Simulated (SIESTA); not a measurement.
A run of SIESTA 5.4.2 is set up as follows.

Contents of AlNi3.fdf:

```
SystemName                      AlNi3
SystemLabel                     AlNi3
NumberOfSpecies                 2
NumberOfAtoms                   8
%block ChemicalSpeciesLabel
  1  28 Ni
  2  13 Al
%endblock ChemicalSpeciesLabel

LatticeConstant                 1.0 Ang
%block LatticeVectors
     5.0091156652     0.0000000000     0.0000000000
    -2.5045578326     4.3380214166     0.0000000000
     0.0000000000     0.0000000000     4.0402563800
%endblock LatticeVectors
AtomicCoordinatesFormat         Fractional
%block AtomicCoordinatesAndAtomicSpecies
     0.1642600050     0.3285200100     0.2500000000  1  Ni
     0.1642600050     0.8357399950     0.2500000000  1  Ni
     0.6714799900     0.8357399950     0.2500000000  1  Ni
     0.8357399950     0.6714799900     0.7500000000  1  Ni
     0.8357399950     0.1642600050     0.7500000000  1  Ni
     0.3285200100     0.1642600050     0.7500000000  1  Ni
     0.3333333333     0.6666666667     0.7500000000  2  Al
     0.6666666667     0.3333333333     0.2500000000  2  Al
%endblock AtomicCoordinatesAndAtomicSpecies

%block kgrid.MonkhorstPack
    6   0   0  0.0
    0   6   0  0.0
    0   0   7  0.0
%endblock kgrid.MonkhorstPack
XC.Functional                   GGA
XC.Authors                      PBEsol
PAO.BasisSize                   DZP
PAO.EnergyShift                 0.003 Ry
Mesh.Cutoff                     800 Ry
Spin                            polarized
%block DM.InitSpin
    1   1.000
    2   1.000
    3   1.000
    4   1.000
    5   1.000
    6   1.000
    7   0.000
    8   0.000
%endblock DM.InitSpin
OccupationFunction              FD
ElectronicTemperature           0.05 eV
MaxSCFIterations                200
SCF.MustConverge                false
SCF.Mixer.Method                Pulay
SCF.Mixer.Weight                0.1
SCF.Mixer.History               10
SCF.DM.Tolerance                5.0e-05
SCF.H.Tolerance                 1.0e-03 eV
WriteForces                     true
Charge.Mulliken                 end
BandLinesScale                  ReciprocalLatticeVectors
%block BandLines
    1    0.000000   0.000000   0.000000  \Gamma
    9    0.500000   0.000000   0.000000  M
    5    0.333333   0.333333   0.000000  K
   11    0.000000   0.000000   0.000000  \Gamma
   10    0.000000   0.000000   0.500000  A
    9    0.500000   0.000000   0.500000  L
    5    0.333333   0.333333   0.500000  H
   11    0.000000   0.000000   0.500000  A
    1    0.500000   0.000000   0.500000  L
   10    0.500000   0.000000   0.000000  M
    1    0.333333   0.333333   0.000000  K
   10    0.333333   0.333333   0.500000  H
%endblock BandLines
%block PAO.Basis
  Ni 5
  n=3 0 2
    2.437 0.000
  n=4 0 2
    7.067 0.000
  n=3 1 2
    2.721 0.000
  n=4 1 1
    7.067
  n=3 2 2
    4.466 0.000
%endblock PAO.Basis
```

Potentials or basis: PseudoDojo 0.4 standard (PBEsol files), DZP (energy shift 0.003 Ry; two zetas on semicore shells).

Command:

```console
$ siesta < AlNi3.fdf > AlNi3.out 2>&1
```

(1) What does it give for the site moments?

(2) Predict the pressure.

(3) What does it give for the band gap on the k mesh?

(4) What does it give for the net moment?

## Answers

(1) Ni +0.16; Al -0.04 μB.

(2) -1.5 GPa.

(3) none (metal or under the smearing width).

(4) 0.90 μB per cell.

Caveat: short orbitals over semicore shells can move pressures by several GPa; the basis of atomic orbitals isn't converged, which shifts pressures, moduli and gaps.
